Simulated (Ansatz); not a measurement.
# C₂H₆SSi₂: a ladder of functionals and wavefunction methods

An exercise on one series of results from a longer session: the logs are not shown, and one member is left open.

The runs use Ansatz 0.2.0, Gaussian basis; functionals in def2-TZVPP, the program's frozen cores in correlated methods.

The runs, in order: PBE-D4, r2SCAN-D4, PBE0-D4, B3LYP-D4, ωB97X-V, ωB97M-V, B2PLYP; CCSD(T)/def2-TZVPP; MP2/def2-QZVPP; extrapolation to the limit.

## The relaxed structure

An earlier PBE0-D4 in a triple-zeta def2 set relaxation fixed the geometry.

SMILES `[SiH3]C#CS[SiH3]`, 11 atoms, charge 0, spin multiplicity 1.

Atoms are counted from 1 here; the program's logs count them from 0.

Bond lengths: Si1–C2 1.815 Å, Si1–H6 1.484 Å, Si1–H7 1.484 Å, Si1–H8 1.484 Å, C2–C3 1.215 Å, C3–S4 1.676 Å, S4–Si5 2.159 Å, Si5–H9 1.481 Å, Si5–H10 1.483 Å, Si5–H11 1.481 Å. Angles: C2–Si1–H6 110.0°, C2–Si1–H7 109.9°, C2–Si1–H8 109.0°, H6–Si1–H7 109.2°, H6–Si1–H8 109.4°, H7–Si1–H8 109.4°, Si1–C2–C3 179.9°, C2–C3–S4 178.9°, C3–S4–Si5 95.8°, S4–Si5–H9 109.6°, S4–Si5–H10 104.7°, S4–Si5–H11 109.6°, H9–Si5–H10 111.1°, H9–Si5–H11 110.6°, H10–Si5–H11 111.1°.

Set-up of the first run:

Contents of in.yaml:

```yaml
crystal:
  periodic: [false, false, false]
  atoms:
    - {symbol: Si, position_ang: [-1.455520, -1.486405, 1.735261]}
    - {symbol: C, position_ang: [-0.028402, -0.722569, 0.913379]}
    - {symbol: C, position_ang: [0.924602, -0.210118, 0.361598]}
    - {symbol: S, position_ang: [2.259285, 0.482714, -0.379248]}
    - {symbol: Si, position_ang: [1.140954, 1.562615, -1.876778]}
    - {symbol: H, position_ang: [-1.515266, -1.052650, 3.153502]}
    - {symbol: H, position_ang: [-1.339569, -2.965135, 1.680415]}
    - {symbol: H, position_ang: [-2.696452, -1.063840, 1.038733]}
    - {symbol: H, position_ang: [0.222732, 2.518792, -1.216661]}
    - {symbol: H, position_ang: [2.170128, 2.273611, -2.674023]}
    - {symbol: H, position_ang: [0.382909, 0.606081, -2.715577]}
basis:
  gaussian: {orbitals: def2-TZVPP}
hamiltonian: {xc: pbe, dispersion: d4}
output: {forces: true, orbitals: {seedname: orbitals}}
```

Launch:

```bash
> ansatz run in.yaml --threads 4 --pin off --events-out ev --progress --plain --max-ram 10444MiB
```

Steps of the session up to this table: PBE-D4 (GGA); r2SCAN-D4 (meta-GGA); PBE0-D4 (hybrid); B3LYP-D4 (hybrid); ωB97X-V (range-separated); ωB97M-V (range-separated); B2PLYP (double hybrid); CCSD(T) in def2-TZVPP; MP2 in def2-QZVPP.

One of the session's tables, all rows but one given; the rest of the session is left out.

| method | atomisation energy (kJ/mol) |
| --- | --- |
| PBE-D4 | 3844.7 |
| r2SCAN-D4 | 3813.7 |
| PBE0-D4 | 3792.3 |
| B3LYP-D4 | 3798.1 |
| ωB97X-V | 3819.1 |
| ωB97M-V | 3811.2 |
| B2PLYP | 3757.6 |
| HF/def2-TZVPP | 2795.0 |
| MP2/def2-TZVPP | 3749.3 |
| CCSD/def2-TZVPP | 3630.3 |
| CCSD(T)/def2-TZVPP | 3693.9 |
| MP2/CBS | 3856.0 |
| CCSD(T)/CBS | ? |

**Question.** Estimate the row for CCSD(T)/CBS.

The run gave: atomisation energy (kJ/mol): 3800.6. In the column «atomisation energy (kJ/mol)» it lies between B3LYP-D4 (3798.1) and ωB97M-V (3811.2).
